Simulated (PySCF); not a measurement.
# Pb(CH3)2H2: other functionals and bases at one geometry

The task here is to estimate one member of a computed series from the others.

The runs use PySCF 2.14.0; several levels, as the steps say, no spin–orbit coupling.

4 further runs of the same task are left out: 2 for a known fault of the program, 1 that didn't finish, 1 set aside as unsound or not needed.

## Starting geometry

11 atoms, charge 0, spin multiplicity 1.

Bond lengths: Pb1–C2 2.267 Å, Pb1–C6 2.267 Å, Pb1–H10 1.789 Å, Pb1–H11 1.789 Å, C2–H3 1.101 Å, C2–H4 1.101 Å, C2–H5 1.101 Å, C6–H7 1.101 Å, C6–H8 1.101 Å, C6–H9 1.101 Å. Angles: C2–Pb1–C6 110.7°, C2–Pb1–H10 109.5°, C2–Pb1–H11 109.5°, C6–Pb1–H10 109.5°, C6–Pb1–H11 109.5°, H10–Pb1–H11 108.0°, Pb1–C2–H3 108.9°, Pb1–C2–H4 108.8°, Pb1–C2–H5 108.8°, H3–C2–H4 110.1°, H3–C2–H5 110.1°, H4–C2–H5 110.1°, Pb1–C6–H7 108.9°, Pb1–C6–H8 108.8°, Pb1–C6–H9 108.8°, H7–C6–H8 110.1°, H7–C6–H9 110.1°, H8–C6–H9 110.1°.

Coordinates:

```
Pb    0.00000    0.00000   -0.18040
C     1.31862    1.31862    1.10853
H     1.94506    1.94506    0.45432
H     0.67760    1.95426    1.73965
H     1.95426    0.67760    1.73965
C    -1.31862   -1.31862    1.10853
H    -1.94506   -1.94506    0.45432
H    -0.67760   -1.95426    1.73965
H    -1.95426   -0.67760    1.73965
H     1.02355   -1.02355   -1.23152
H    -1.02355    1.02355   -1.23152
```

Formal oxidation states: Pb +4. An earlier session relaxed this geometry at TPSS, Pb def2-SVP with ECP60, C def2-SVP, H def2-SVP (singlet, point group C2v).

At TPSS on the finer grid: E = -273.732971 Eh, HOMO -6.57 eV, LUMO -0.83 eV, Mulliken charge on Pb1 +0.39 e, largest force component 0.005 eV/Å. 

Levels to run: BP86; r2SCAN; revPBE; M06-L; TPSS, TZVP; TPSS, x2c-SVP. Hardware: 2 threads of Arm Neoverse V2, shared host.

Set-up of the first run:

run.py (the lines that set the calculation) reads:

```python
mol = gto.M(atom='''
Pb     0.00000     0.00000    -0.18040
C      1.31862     1.31862     1.10853
H      1.94506     1.94506     0.45432
H      0.67760     1.95426     1.73965
H      1.95426     0.67760     1.73965
C     -1.31862    -1.31862     1.10853
H     -1.94506    -1.94506     0.45432
H     -0.67760    -1.95426     1.73965
H     -1.95426    -0.67760     1.73965
H      1.02355    -1.02355    -1.23152
H     -1.02355     1.02355    -1.23152''',
    basis={'Pb': 'def2-SVP', 'C': 'def2-SVP', 'H': 'def2-SVP'},
    ecp={'Pb': 'def2-SVP'},
    charge=0, spin=0)
mf = dft.RKS(mol, xc='B88,P86')
mf.grids.atom_grid = (75, 302)
mf = mf.density_fit()  # fitting sets: Pb def2-universal-JKFIT, C def2-universal-JKFIT, H def2-universal-JKFIT
mf.conv_tol = 1e-08; mf.max_cycle = 55
mf.kernel(dm0)  # dm0: the density of the relaxed state
```

Started as:

```
$ OMP_NUM_THREADS=2 python run.py
```

Among the steps run: BP86; r2SCAN; revPBE; M06-L; TPSS, TZVP; TPSS, x2c-SVP.

One of the session's tables, all rows but one given; the rest of the session is left out.

```
              level  HOMO (eV)  gap (eV)  charge on Pb1 (e)  dipole (D)  largest force component (eV/Å)
TPSS (relaxed here)      -6.57      5.74               0.39        0.97                            0.01
               BP86      -6.61      5.56               0.34        0.93                            0.10
             r2SCAN      -6.74      6.02               0.41        0.88                            0.07
             revPBE          ?         ?                  ?           ?                               ?
              M06-L      -6.63      5.98               0.67        0.77                            0.15
         TPSS, TZVP      -6.60      5.46               0.56        0.94                            0.19
      TPSS, x2c-SVP      -6.59      5.72               0.47        0.98                            0.08
```

Estimate the missing values for revPBE.

**Answer.** HOMO (eV): -6.46; gap (eV): 5.58; charge on Pb1 (e): 0.36; dipole (D): 0.89; largest force component (eV/Å): 0.10. In the column «HOMO (eV)» it is the highest.

In one basis the gap runs from 5.56 eV (BP86) to 6.02 eV (r2SCAN). The largest leftover force, 0.19 eV/Å with TPSS, TZVP, stands at a geometry relaxed at another level. Total energies of different levels can't be compared.
